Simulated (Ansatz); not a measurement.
# CH₃InO: single points off equilibrium

An exercise on one series of results from a longer session: the logs are not shown, and one member is left open.

Computed with Ansatz 0.2.0, Gaussian basis. Level: single points in def2-TZVPP.

Cores are frozen in the correlated methods. Filled d shells of the heavier atoms are correlated. Core potentials replace the inner electrons past krypton, and spin-orbit coupling is left out.

**The starting structure**

6 atoms, charge 0, spin multiplicity 1.

Atoms are counted from 1 here; the program's logs count them from 0.

Bond lengths: O1–C2 1.228 Å, C2–In3 2.303 Å, C2–H4 0.991 Å, In3–H5 1.816 Å, In3–H6 1.744 Å. Angles: O1–C2–In3 120.1°, O1–C2–H4 121.8°, In3–C2–H4 117.8°, C2–In3–H5 113.7°, C2–In3–H6 127.6°, H5–In3–H6 118.7°.

Geometry (Å):

```mol
CH3InO
  3D, bonds by distance, orders not assigned

  6  5  0  0  0  0  0  0  0  0999 V2000
   -0.6472   -1.8122    0.9256 O   0  0
   -0.2894   -1.2039   -0.0793 C   0  0
    0.2556    1.0294    0.0558 In  0  0
   -0.1288   -1.6673   -0.9403 H   0  0
    0.7673    1.7543   -1.5291 H   0  0
    0.2518    2.0407    1.4765 H   0  0
  1  2  8  0
  2  3  8  0
  2  4  8  0
  3  5  8  0
  3  6  8  0
M  END
```

The first run:

Input file run/in.yaml:

```yaml
crystal:
  periodic: [false, false, false]
  atoms:
    - {symbol: O, position_ang: [-0.647200, -1.812200, 0.925600]}
    - {symbol: C, position_ang: [-0.289400, -1.203900, -0.079300]}
    - {symbol: In, position_ang: [0.255600, 1.029400, 0.055800]}
    - {symbol: H, position_ang: [-0.128800, -1.667300, -0.940300]}
    - {symbol: H, position_ang: [0.767300, 1.754300, -1.529100]}
    - {symbol: H, position_ang: [0.251800, 2.040700, 1.476500]}
basis:
  gaussian: {orbitals: def2-TZVPP}
correlation: {method: ccsd_t}
output: {forces: true}
```

The command line of these runs was not kept.

Among the steps run: CCSD(T)/def2-TZVPP; PBE0-D4/def2-TZVPP; wB97M-V/def2-TZVPP; r2SCAN-D4/def2-TZVPP; PBE-D4/def2-TZVPP; r2SCANh-D4/def2-TZVPP; HSE06-D4/def2-TZVPP.

One table of the session follows, with a row left open; its other results are not shown here.

| method | RMS force component (eV/Å) | angle to CCSD(T) forces (°) | dipole (D) |
| --- | --- | --- | --- |
| CCSD(T) | 1.860 | reference | 1.54 |
| PBE0-D4 | 2.064 | 11.8 | 1.57 |
| wB97M-V | 1.989 | 9.1 | 1.68 |
| r2SCAN-D4 | 1.997 | 9.6 | 1.41 |
| PBE-D4 | 1.954 | 6.5 | 1.30 |
| r2SCANh-D4 | 2.035 | 11.6 | 1.50 |
| HSE06-D4 | ? | ? | ? |

Estimate the missing values for HSE06-D4.

The run gave: RMS force component (eV/Å): 2.062; angle to CCSD(T) forces (°): 11.8; dipole (D): 1.56. In the column «RMS force component (eV/Å)» it lies between r2SCANh-D4 (2.035) and PBE0-D4 (2.064).
